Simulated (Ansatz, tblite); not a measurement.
# The cluster Al₂Cu₃+: a ladder of methods and basis sets

Aim: run the singlet of the cluster Al₂Cu₃+ at one geometry on many levels, and compare frontier levels, spin and run time.

Method: as each input shows; program: Ansatz 0.2.0, Gaussian basis.

Levels to be run: GFN1-xTB, GFN2-xTB, PBE-D4/def2-TZVP, r2SCAN-D4/def2-TZVP, HSE06-D4/def2-TZVP, LC-ωPBE/def2-TZVP, PBE-D4/def2-SVP, PBE0-D4/def2-SVP, HF/STO-3G, CCSD(T)/def2-TZVP, RPA/def2-TZVP.

2 further runs of the same task are left out: 2 set aside as unsound or not needed. Runs told in other sessions of the task aren't counted.

## Step 1: The geometry

The geometry is that of the singlet, from an earlier relaxation (r2SCAN-D4/def2-SVP). At that level it is the lowest of the isomers that a small search found.

5 atoms, charge 1, spin multiplicity 1.

Bond lengths: Al1–Cu3 2.488 Å, Al1–Cu4 2.405 Å, Al1–Cu5 2.405 Å, Al2–Cu3 2.488 Å, Al2–Cu4 2.405 Å, Al2–Cu5 2.405 Å, Cu3–Cu4 2.358 Å, Cu3–Cu5 2.358 Å. Angles: Cu3–Al1–Cu4 57.6°, Cu3–Al1–Cu5 57.6°, Cu4–Al1–Cu5 104.1°, Cu3–Al2–Cu4 57.6°, Cu3–Al2–Cu5 57.6°, Cu4–Al2–Cu5 104.1°, Al1–Cu3–Al2 62.4°, Al1–Cu3–Cu4 59.4°, Al1–Cu3–Cu5 59.4°, Al2–Cu3–Cu4 59.4°, Al2–Cu3–Cu5 59.4°, Cu4–Cu3–Cu5 107.0° and more.

No spin-orbit coupling is included. The ion is computed in the gas phase, without counter-ions or solvent.

PBE0-D4/def2-TZVP was run before; its log isn't repeated, and its numbers join the tables.

## Step 2: GFN1-xTB

Tight binding, by tblite at 300 K electronic temperature and without a spin-polarisation term:

```python
tblite.interface.Calculator('GFN1-xTB', numbers, positions, charge=1, uhf=0).singlepoint()
```

Energy -425.1794 eV, HOMO -15.45 eV, LUMO -13.27 eV; 0.006 s.

## Step 3: GFN2-xTB

Tight binding, by tblite at 300 K electronic temperature and without a spin-polarisation term:

```python
tblite.interface.Calculator('GFN2-xTB', numbers, positions, charge=1, uhf=0).singlepoint()
```

Energy -362.0115 eV, HOMO -13.83 eV, LUMO -11.93 eV; 0.008 s.

## Step 4: PBE-D4/def2-TZVP

start.molden holds the orbitals of an earlier run on this state, given as this run's starting guess.

Contents of in.yaml:

```yaml
crystal:
  periodic: [false, false, false]
  atoms:
    - {symbol: Al, position_ang: [0.137341, -1.402245, -0.434514]}
    - {symbol: Al, position_ang: [-0.377712, 0.354794, 1.380368]}
    - {symbol: Cu, position_ang: [0.237085, 1.033111, -0.932895]}
    - {symbol: Cu, position_ang: [1.832295, 0.033328, 0.487725]}
    - {symbol: Cu, position_ang: [-1.828998, -0.018988, -0.500675]}
basis:
  gaussian: {orbitals: def2-TZVP, initial_orbitals: start.molden}
total_charge: 1
hamiltonian: {xc: pbe, dispersion: d4}
scf: {omitted_lower_state_checks: [starts]}
output: {orbitals: {seedname: orbitals}}
```

On the command line:

```console
ansatz run in.yaml --threads 4 --pin off --events-out ev --progress --plain --max-ram 4787MiB
```

Further steps of the session: r2SCAN-D4/def2-TZVP; HSE06-D4/def2-TZVP; LC-ωPBE/def2-TZVP; PBE-D4/def2-SVP; PBE0-D4/def2-SVP; HF/STO-3G; CCSD(T)/def2-TZVP; RPA/def2-TZVP.

Before running them: what should the planned runs give, taken together? Wanted: gap in def2-TZVP, named functionals, smallest and largest; correlation energy, CCSD(T)/def2-TZVP; PBE0 total energy, smallest basis above largest.

The runs gave:

```
                                                 quantity                                value
gap in def2-TZVP, named functionals, smallest and largest  1.82 eV (PBE-D4), 6.94 eV (LC-ωPBE)
                    correlation energy, CCSD(T)/def2-TZVP                            -37.58 eV
          PBE0 total energy, smallest basis above largest       24.19 eV (def2-SVP, def2-TZVP)
```

In words: Orbital gaps of the named functionals in def2-TZVP span 1.82 eV (PBE-D4) to 6.94 eV (LC-ωPBE); exact exchange widens it. Notes on CCSD(T)/def2-TZVP and its Hartree-Fock reference, which MP2 shares: restricted state is unstable towards broken spin symmetry.
